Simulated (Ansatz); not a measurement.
# HfBe2Si2: a trial structure relaxed

Aim: relax a trial structure of HfBe2Si2 and see where it ends.

Program: Ansatz 0.2.0. Level of theory: DFT PBE, scalar-relativistic, plane waves, PAW. These are calculated values, not measurements.

## Step 1: The starting structure

It takes space group P6/mmm (No. 191, hexagonal). The conventional cell has a = 3.547 Å, b = 3.547 Å, c = 6.670 Å, α = 90.00°, β = 90.00°, γ = 120.00°. Hf (site symmetry 6/mmm) is surrounded by 2 Be at 2.22 Å. Be (site symmetry 6mm) has 1 Hf at 2.22 Å and 1 Be at 2.23 Å and 6 Si at 2.33 Å as nearest neighbours. Si (site symmetry -6m2) is surrounded by 3 Si at 2.05 Å and 6 Be at 2.33 Å.

Coordinates:

```cif
data_structure
_symmetry_space_group_name_H-M 'P 1'
_symmetry_Int_Tables_number 1
_cell_length_a 3.5473
_cell_length_b 3.5473
_cell_length_c 6.6705
_cell_angle_alpha 90.000
_cell_angle_beta 90.000
_cell_angle_gamma 120.000
_cell_volume 72.69
loop_
_atom_site_label
_atom_site_type_symbol
_atom_site_fract_x
_atom_site_fract_y
_atom_site_fract_z
_atom_site_occupancy
Hf1 Hf 0.00000 0.00000 0.00000 1
Be1 Be 0.00000 0.00000 0.33306 1
Be2 Be 0.00000 0.00000 0.66694 1
Si1 Si 0.33333 0.66667 0.50000 1
Si2 Si 0.66667 0.33333 0.50000 1
```

The cell is invented: random cell by space group and Wyckoff sites (P6/mmm, No. 191). Its size is a rough estimate.

## Step 2: A first look at the guess

input.yaml reads:

```yaml
crystal:
  lattice:
    - [3.54732032, 0.0, 0.0]
    - [-1.77366016, 3.07206952, 0.0]
    - [0.0, 0.0, 6.67045665]
  atoms:
    - { symbol: Hf, position: [0.0, 0.0, 0.0] }
    - { symbol: Be, position: [0.0, 0.0, 0.33305682] }
    - { symbol: Be, position: [0.0, 0.0, 0.66694318] }
    - { symbol: Si, position: [0.33333333, 0.66666667, 0.5] }
    - { symbol: Si, position: [0.66666667, 0.33333333, 0.5] }
basis:
  ecutwfc: 420
kpoints:
  mp_grid: { grid: [6, 6, 4] }
hamiltonian:
  xc: pbe
scf:
  occupations: { method: gaussian, width: 0.1 }
  lower_state_search: "off"
output:
  forces: true
  stress: true
  eigenvalues: true
```

Command:

```sh
ansatz run input.yaml --threads 1 --pin off --max-ram 2560MiB --backend cpu --events-out ev --progress --plain --runs-dir out
```

The session goes on with these runs: a loose first relaxation; final relaxation.

What does the calculation give? Wanted: conventional cell; volume; energy over the elements; gap on the mesh.

The runs gave:

```
                              quantity                                                                       value
symmetry at the end (tolerance 0.05 Å)                                                space group P6/mmm (No. 191)
                     conventional cell  a = 3.913 Å, b = 3.913 Å, c = 7.071 Å, α = 90.00°, β = 90.00°, γ = 120.00°
                                volume                                                               18.75 Å³/atom
              energy over the elements                                                               +1.20 eV/atom
                       gap on the mesh                                                                none (metal)
```

**Reading.** The space group P6/mmm (No. 191) is kept, and the volume per atom grows by 29.0 % from the first guess. The formation energy is positive, so the separate elements lie lower. No finished test with a distortion of lower symmetry is shown, so the end may be a saddle point. Spin-orbit coupling is left out for Hf.
